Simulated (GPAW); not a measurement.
**InH2O (SMILES [OH][InH]): UPBE-D3(0)/plane waves (scalar-relativistic datasets, plane-wave cutoff 520 eV)**

We compute a structure relaxation of InH2O. 

The results are computed with GPAW 26.7.0.

2 further runs of the same task are left out: 1 for a known fault of the program, 1 that didn't finish. Runs told in other sessions of the task aren't counted.

## (1) The structure to begin with

InH2O has 4 atoms, charge 0, and is taken as a doublet. As SMILES, `[OH][InH]`. All atoms were displaced at random from a relaxed shape. The run starts from this shape.

Bond lengths: O1–In2 2.083 Å, O1–H3 0.947 Å, In2–H4 1.744 Å. Angles: O1–In2–H4 111.8°, In2–O1–H3 110.4°.

## (2) A structure relaxation at UPBE-D3(0)/plane waves (scalar-relativistic datasets, plane-wave cutoff 520 eV)

File molecule.sdf:

```

     RDKit          3D

  4  3  0  0  0  0  0  0  0  0999 V2000
   -0.3189   -1.0639    0.2945 O   0  0  0  0  0  0  0  0  0  0  0  0
    0.5730    0.7888   -0.0376 In  0  0  0  0  0  2  0  0  0  0  0  0
    0.2545   -1.6209    0.8027 H   0  0  0  0  0  0  0  0  0  0  0  0
   -0.4403    1.8312   -1.0014 H   0  0  0  0  0  0  0  0  0  0  0  0
  2  1  1  0
  3  1  1  0
  4  2  1  0
M  RAD  1   2   2
M  END
$$$$
```

File calc.py:

```python
from ase.calculators.mixing import SumCalculator
from ase.io import read, write
from ase.optimize import BFGS
from dftd3.ase import DFTD3
from gpaw import GPAW, PW

system = read("molecule.sdf")
system.center(vacuum=5.0)
system.set_initial_magnetic_moments([1 / len(system)] * len(system))

calculator = GPAW(mode=PW(520),
                  maxiter=100,
                  xc="PBE",
                  symmetry="off",
                  occupations={"name": "fermi-dirac", "width": 0.0, "fixmagmom": True},
                  txt="-")
system.calc = SumCalculator([DFTD3(method="PBE", damping="d3zero"), calculator])

opt = BFGS(system, trajectory="molecule.traj")
converged = opt.run(fmax=0.01, steps=60)
print("Converged:", converged)
print(f"Final energy = {system.get_potential_energy():.5f} eV")
print(f"r(H2-O0): {system.get_distance(2, 0):.4f} Ang")
print(f"r(H3-In1)               {system.get_distance(3, 1):.4f} Ang")
write("relaxed.xyz", system)
```

Command:

```bash
$ python calc.py
```

Output:

```text
[...]
  mode=PW(ecut=520.0),
[...]
Number of symmetries: 1
[...]
  Number of IBZ points: 1
[...]
Cutoff: 520.0 eV
Spin-components: 2 (collinear spins)
Bands:           15
[...]
  Valence electrons: 21.0
[...]
  Grid points: [60 72 63]
  Charge: 0.0  # |e|
[...]
    cutoffs:
[...]
occupation numbers:
  Fixed magnetic moment: 1.000
[...]
xc functional:
  name: PBE with 2 nearest neighbor stencil
[...]
|iter     |     time |      energy | eigst |  dens |  magmom |
[...]
|iter:   1| 00:00:04 |  -17.126958 | +0.00 |       |  +0.9872|
[...]
Converged in 11 steps
[...]
dipole moment: (0.392744, 0.227140, 0.096327)  # |e|*Ang
Total magnetic moment: (0.000000, 0.000000, 1.000000)
[...]
Converged in 9 steps
[...]
Converged in 7 steps
[...]
Converged in 7 steps
[...]
Converged in 6 steps
[...]
|iter:   5| 00:04:59 |  -14.643608c| -7.43c| -4.27c|  +1.0000|
Converged in 5 steps
[...]
Energy contributions relative to reference atoms: (reference = -162041.252286)
Energy contributions:
  Kinetic:          24.476198
  Coulomb:         -24.915371
  Zero:              0.199737
  External:          0.000000
  Xc:              -14.404172
  Entropy:           0.000000
  Spinorbit:         0.000000
  ----------------------------
  Free energy:     -14.643608
  Extrapolated:    -14.643608
[...]
Total magnetic moment: (0.000000, 0.000000, 0.999996)
Local magnetic moments
|        x |        y |         z |
|----------|----------|-----------|
| 0.000000 | 0.000000 |  0.082850 |  # O    0
| 0.000000 | 0.000000 |  0.165664 |  # In   1
| 0.000000 | 0.000000 | -0.000823 |  # H    2
| 0.000000 | 0.000000 |  0.076593 |  # H    3
Fermi levels: -2.934, -4.228
Eigenvalues  # (at kpt = [0.000, 0.000, 0.000])
| band index |      eig [eV] | occ [0-1] |      eig [eV] | occ [0-1] |
|------------|---------------|-----------|---------------|-----------|
|          0 |       -23.469 |     1.000 |       -23.284 |     1.000 |
|        ... |               |           |               |           |
|          3 |       -18.479 |     1.000 |       -18.423 |     1.000 |
|          4 |       -18.468 |     1.000 |       -18.360 |     1.000 |
|          5 |       -18.282 |     1.000 |       -18.194 |     1.000 |
|          6 |       -11.027 |     1.000 |       -10.886 |     1.000 |
|          7 |        -8.984 |     1.000 |        -8.558 |     1.000 |
|          8 |        -7.390 |     1.000 |        -6.898 |     1.000 |
|          9 |        -6.598 |     1.000 |        -6.521 |     1.000 |
|         10 |        -4.739 |     1.000 |        -3.718 |     0.000 |
|         11 |        -2.149 |     0.000 |        -1.781 |     0.000 |
|         12 |        -0.776 |     0.000 |        -0.552 |     0.000 |
[...]
Gap: 1.569 eV
Transition (v -> c):
[...]
Forces  # eV/Ang
|        x |        y |        z |
|----------|----------|----------|
| -0.00313 | -0.00047 |  0.00341 |  # O    0
| -0.00318 | -0.00569 |  0.00036 |  # In   1
|  0.00246 |  0.00289 | -0.00232 |  # H    2
|  0.00184 |  0.00680 | -0.00172 |  # H    3
Force computation time: 0.436  # s
BFGS:   25 hh:mm:ss      -14.649451        0.004858
Converged: True
Final energy = -14.64945 eV
r(H2-O0): 0.9738 Ang
r(H3-In1)               1.7880 Ang
```

It took 5 min on 1 thread of Intel Xeon 6975P-C (Granite Rapids), shared host; peak memory 0.97 GiB.

Steps, from the record of the run:

| step | energy from the first frame kept (eV) | largest force (eV/Å) |
| --- | --- | --- |
| 0 | 0.0000 | 1.7584 |
| 2 | -0.0400 | 0.3565 |
| 4 | -0.0446 | 0.1173 |
| 6 | -0.0464 | 0.1759 |
| 8 | -0.0481 | 0.0865 |
| 10 | -0.0487 | 0.0824 |
| 12 | -0.0494 | 0.0890 |
| 14 | -0.0500 | 0.0725 |
| 16 | -0.0504 | 0.0405 |
| 18 | -0.0505 | 0.0209 |
| 20 | -0.0506 | 0.0458 |
| 22 | -0.0510 | 0.0618 |
| 24 | -0.0511 | 0.0110 |
| 25 | -0.0511 | 0.0049 |

After the run. Bond lengths: O1–In2 2.033 Å, O1–H3 0.974 Å, In2–H4 1.788 Å. Angles: O1–In2–H4 112.4°, In2–O1–H3 113.9°.

## (3) Summary of results

At UPBE-D3(0)/plane waves (scalar-relativistic datasets, plane-wave cutoff 520 eV):

```
                                                 quantity         value
   energy as printed (from the program's reference atoms)   -14.6495 eV
                                            dipole moment        2.02 D
HOMO energy (shifted to the vacuum level, unlike the log)      -4.97 eV
LUMO energy (shifted to the vacuum level, unlike the log)      -3.95 eV
                                        dispersion energy  -0.56 kJ/mol
```

What this shows: At the final geometry: Bond lengths: O1–In2 2.033 Å, O1–H3 0.974 Å, In2–H4 1.788 Å. Angles: O1–In2–H4 112.4°, In2–O1–H3 113.9°. The optimisation took 25 steps and changed the energy by -0.051 eV.
